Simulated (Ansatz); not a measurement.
# CH₆BNSi: one species, many methods

How much do the methods differ for CH₆BNSi? The plan is to run it at one geometry with functionals of several rungs and with coupled cluster. The yardstick is the atomisation energy at the CCSD(T) limit.

Method: functionals in def2-TZVPP, the program's frozen cores in correlated methods; program: Ansatz 0.2.0, Gaussian basis.

The runs, in order: LDA (SPW92), PBE-D4, revPBE-D4, BLYP-D4, r2SCAN-D4, B97M-V, PBE0-D4, B3LYP-D4, r2SCANh-D4, r2SCAN0-D4, HSE06-D4, BHLYP-D4, CAM-B3LYP-D4, LC-ωPBE, ωB97X-V, ωB97M-V, B2PLYP, PBE-QIDH; CCSD(T)/def2-SVP; CCSD(T)/def2-TZVPP; MP2/def2-QZVPP; extrapolation to the limit; RPA on PBE.

## 1. The geometry

The geometry comes from an earlier relaxation with PBE0-D4 in a triple-zeta def2 set; it is a stationary point, not always the lowest conformer.

SMILES `[SiH3]B1CN1`, 10 atoms, charge 0, spin multiplicity 1.

Atoms are counted from 1 here; the program's logs count them from 0.

Bond lengths: Si1–B2 1.987 Å, Si1–H5 1.489 Å, Si1–H6 1.489 Å, Si1–H7 1.488 Å, B2–C3 1.575 Å, B2–N4 1.344 Å, C3–N4 1.457 Å, C3–H8 1.089 Å, C3–H9 1.089 Å, N4–H10 1.003 Å. Angles: B2–Si1–H5 109.6°, B2–Si1–H6 109.8°, B2–Si1–H7 112.7°, H5–Si1–H6 107.9°, H5–Si1–H7 108.3°, H6–Si1–H7 108.4°, Si1–B2–C3 153.9°, Si1–B2–N4 146.9°, C3–B2–N4 59.2°, B2–C3–N4 52.5°, B2–C3–H8 121.1°, B2–C3–H9 121.2°, N4–C3–H8 116.8°, N4–C3–H9 116.8°, H8–C3–H9 114.0°, B2–N4–C3 68.3°, B2–N4–H10 155.9°, C3–N4–H10 135.8°.

## 2. LDA

This LDA is Slater exchange with PW92 correlation.

in.yaml reads:

```yaml
crystal:
  periodic: [false, false, false]
  atoms:
    - {symbol: Si, position_ang: [-1.184639, 0.967496, -0.978793]}
    - {symbol: B, position_ang: [0.167615, -0.069024, 0.043821]}
    - {symbol: C, position_ang: [0.635373, -1.022262, 1.207625]}
    - {symbol: N, position_ang: [1.456701, -0.431478, 0.159839]}
    - {symbol: H, position_ang: [-2.220067, 0.043346, -1.517529]}
    - {symbol: H, position_ang: [-1.862031, 1.939072, -0.077123]}
    - {symbol: H, position_ang: [-0.590430, 1.719900, -2.117264]}
    - {symbol: H, position_ang: [0.782756, -0.645754, 2.218933]}
    - {symbol: H, position_ang: [0.470660, -2.097610, 1.155822]}
    - {symbol: H, position_ang: [2.427164, -0.454687, -0.092329]}
basis:
  gaussian: {orbitals: def2-TZVPP}
hamiltonian: {xc: lda}
output: {orbitals: {seedname: orbitals}}
```

The run is started by

```console
> ansatz run in.yaml --threads 2 --pin off --events-out ev --progress --plain --max-ram 4352MiB
```

Further steps of the session: PBE-D4 (GGA); revPBE-D4 (GGA); BLYP-D4 (GGA); r2SCAN-D4 (meta-GGA); B97M-V (meta-GGA); PBE0-D4 (hybrid); B3LYP-D4 (hybrid); r2SCANh-D4 (hybrid); r2SCAN0-D4 (hybrid); HSE06-D4 (hybrid); BHLYP-D4 (hybrid); CAM-B3LYP-D4 (range-separated); LC-ωPBE (range-separated); ωB97X-V (range-separated); ωB97M-V (range-separated); B2PLYP (double hybrid); PBE-QIDH (double hybrid); CCSD(T) in def2-SVP; CCSD(T) in def2-TZVPP; MP2 in def2-QZVPP; RPA on PBE orbitals.

Q: Predict the results of all the runs planned. Wanted: atomisation energy, CCSD(T)/CBS; farthest beyond LDA; mean size of error, GGA; mean size of error, meta-GGA; mean size of error, hybrid; mean size of error, range-separated; mean size of error, double hybrid; gap, smallest and largest; T1 diagnostic.

**Answer**, as computed:

| quantity | value |
| --- | --- |
| atomisation energy, CCSD(T)/CBS | 3480.9 kJ/mol |
| functionals within 17.4 kJ/mol (0.5 %) | revPBE-D4, r2SCANh-D4, B2PLYP, PBE-QIDH |
| farthest beyond LDA | PBE-D4 (+86.0 kJ/mol) |
| mean size of error, GGA | 36.5 kJ/mol |
| mean size of error, meta-GGA | 31.1 kJ/mol |
| mean size of error, hybrid | 30.6 kJ/mol |
| mean size of error, range-separated | 34.4 kJ/mol |
| mean size of error, double hybrid | 11.8 kJ/mol |
| gap, smallest and largest | 4.91 eV (LDA (SPW92)), 12.12 eV (LC-ωPBE) |
| T1 diagnostic | 0.0142 |
| triples share of the correlation energy | 4.0 % |

In words: The LDA atomisation energy is off by 507.9 kJ/mol (15 %): it overbinds. PBE-D4 misses by +86.0 kJ/mol. Double hybrids carry the basis error of their MP2 part in triple zeta, and no dispersion term here, so their miss is partly the set-up's. By mean error the best rung here is double hybrid (11.8 kJ/mol) and the worst beyond LDA is GGA (36.5 kJ/mol). The reference freezes the cores and leaves out relativity and excitations past (T), so misses under about 17.4 kJ/mol can't be ranked. Hartree-Fock recovers 73 % of the binding; the rest is correlation. CCSD(T) in def2-SVP is off by -178.4 kJ/mol, more than most functionals: a good method in a small basis is no reference. The gap grows from 4.9 to 12.1 eV across the functionals, mostly with the share of exact exchange.
